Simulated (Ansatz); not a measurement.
# MoW5: the cost of one run

Program: Ansatz 0.2.0. Level of theory: DFT PBE, scalar-relativistic, plane waves, PAW, unless a step names another level. These are calculated values, not measurements.

2 further runs of the same task are left out: 1 that didn't finish, 1 set aside as unsound or not needed. Runs told in other sessions of the task aren't counted.

### 1 Starting point

Symmetry: P4/mmm, No. 123, tetragonal system. The conventional cell has a = 3.180 Å, b = 3.180 Å, c = 9.542 Å, α = 90.00°, β = 90.00°, γ = 90.00°. Mo (site symmetry 4/mmm) has 8 W at 2.75 Å in its first shell of neighbours. W (site symmetry 4mm) has 4 Mo at 2.75 Å and 4 W at 2.76 Å in its first shell of neighbours. W (site symmetry 4mm) is surrounded by 8 W at 2.76 Å. W (site symmetry 4/mmm) has 8 W at 2.76 Å in its first shell of neighbours.

Structure file:

```
Mo W
1.0
     3.17984    0.00000    0.00000
     0.00000    3.17984    0.00000
     0.00000    0.00000    9.54179
Mo W
1 5
Direct
  0.50000 0.50000 0.50000
  0.00000 0.00000 0.66593
  0.50000 0.50000 0.83286
  0.00000 0.00000 0.00000
  0.50000 0.50000 0.16714
  0.00000 0.00000 0.33407
```

It is the end of an earlier relaxation with the same method, from a generated guess; it is a trial structure. At a tolerance of 0.05 Å it has space group P4/mmm (No. 123); it has 16.08 Å³/atom, an uncorrected energy of -0.00 eV/atom over the elements and, on its mesh, gap none (metal).

### 2 Strained cells: the elastic tensor

Contents of input.yaml:

```yaml
crystal:
  lattice:
    - [3.1797976972, 0.0, 0.0]
    - [0.0, 3.1797976972, 0.0]
    - [0.0, 0.0, 9.5415295201]
  atoms:
    - { symbol: Mo, position: [0.5, 0.5, 0.5] }
    - { symbol: W, position: [0.0, 0.0, 0.6660558119] }
    - { symbol: W, position: [0.5, 0.5, 0.8328219852] }
    - { symbol: W, position: [0.0, 0.0, 0.0] }
    - { symbol: W, position: [0.5, 0.5, 0.1671780148] }
    - { symbol: W, position: [0.0, 0.0, 0.3339441881] }
basis:
  ecutwfc: 420
kpoints:
  mp_grid: { grid: [12, 12, 4] }
hamiltonian:
  xc: pbe
scf:
  occupations: { method: fermi_dirac, width: 0.15 }
output:
  forces: true
  stress: true
  eigenvalues: true
elastic:
  mode: relaxed_ion
  amplitude: 0.005
  stencil: two_point
```

Launch:

```sh
ansatz run input.yaml --threads 4 --pin off --max-ram 8192MiB --backend cpu --events-out ev --progress --plain --runs-dir out
```

**Question.** How long does this run take on 4 threads of Intel Xeon 6975P-C (Granite Rapids), shared host, and how much memory does it need?

About 3.2 min, with a peak of 1.1 GiB.
